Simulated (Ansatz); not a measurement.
**AlAs+ (doublet): from Hartree-Fock to the top rungs at distance Al1–As2 = 3.944 Å, cc-pVDZ**

How much of the correlation energy of AlAs+ (doublet) does each wave-function method recover here?

The runs use Ansatz 0.2.0, Gaussian basis; cc-pVDZ, core rule «outside noble gas», up to 19 orbitals frozen.

Plan: UHF; CCSD(T) on ROHF; CCSD(T) on UHF; BCCD(T) on ROHF; CISD; CCSDT(Q) on ROHF; CCSDT(Q) on UHF; CASSCF and MRCISD+Q, 3 electrons in 3 orbitals; CASSCF and NEVPT2, 3 electrons in 3 orbitals; CASSCF and MRCISD+Q, 7 electrons in 8 orbitals; CASSCF and NEVPT2, 7 electrons in 8 orbitals; Full CI; Full CI in the symmetry of the determinant.

28 further runs of the same task are left out: 8 for a known fault of the program, 13 that didn't finish, 7 set aside as unsound or not needed.

## (1) The system

The geometry derives from a PBE0/def2-TZVP stationary point (not a proven minimum). One bond is set to the value named and the two fragments are kept rigid. No spin-orbit coupling is included. The filled d shell of As may be among the frozen orbitals whatever the setting's name suggests; the logs give the count.

2 atoms, charge 1, spin multiplicity 2.

Atoms are counted from 1 here; the program's logs count them from 0.

No contacts short enough for the rule that draws bonds.

Geometry (Å):

```xyz
2
AlAs
Al    0.00000    0.00000    0.00000
As    0.00000    0.00000    3.94400
```

## (2) UHF

The input, in.yaml:

```yaml
crystal:
  periodic: [false, false, false]
  atoms:
    - {symbol: Al, position_ang: [0.000000, 0.000000, 0.000000]}
    - {symbol: As, position_ang: [0.000000, 0.000000, 3.944000]}
basis:
  gaussian: {orbitals: cc-pVDZ}
total_charge: 1
magnetization: {spin_polarized: true, initial_magnetization: 1}
hamiltonian: {xc: hf}
output: {orbitals: {seedname: orbitals}}
```

Started as:

```
ansatz run in.yaml --threads 1 --pin off --events-out ev --progress --plain --max-ram 2393MiB
```

The runs that follow: CCSD(T) on ROHF; CCSD(T) on UHF; BCCD(T) on ROHF; CISD; CCSDT(Q) on ROHF; CCSDT(Q) on UHF; CASSCF and MRCISD+Q, 3 electrons in 3 orbitals; CASSCF and NEVPT2, 3 electrons in 3 orbitals; CASSCF and MRCISD+Q, 7 electrons in 8 orbitals; CASSCF and NEVPT2, 7 electrons in 8 orbitals; Full CI; Full CI in the symmetry of the determinant.

Before running them: what should the planned runs give, taken together? Wanted: FCI below the RHF energy; RMP2 from FCI; UMP2 from FCI; RCCSD from FCI; RCCSD(T) from FCI; UCCSD(T) from FCI; RCCSDT(Q) from FCI; UCCSDT(Q) from FCI; T1 diagnostic.

The runs gave:

| quantity | value |
| --- | --- |
| FCI below the RHF energy | -3.5648 eV |
| RMP2 from FCI | +1093.0 meV |
| UMP2 from FCI | +471.3 meV |
| RCCSD from FCI | +140.2 meV |
| RCCSD(T) from FCI | +58.1 meV |
| UCCSD(T) from FCI | -958.7 meV |
| RCCSDT(Q) from FCI | +2.2 meV |
| UCCSDT(Q) from FCI | +213.3 meV |
| levels within 1 kcal/mol (43 meV) | RCCSDT, RCCSDT(Q) |
| T1 diagnostic | 0.021 |
| effectively unpaired electrons | 1.63 |

In words: RCCSD(T) misses by +58.1 meV, 1.6 % of the correlation energy. CCSD(T) misses by +58.1 meV on the restricted determinant and by -958.7 meV on the unrestricted one; the two need not hold the same state or core. UCCSD, UCCSD(T) fall below full CI: unrestricted runs freeze a spin-polarised core, another one than full CI's, and coupled cluster isn't variational. The occupations show some static correlation. Coupled cluster took another determinant than the lowest Hartree-Fock one. These misses are within one basis, not against nature; the frozen cores of restricted and unrestricted runs differ, which can shift their rows.
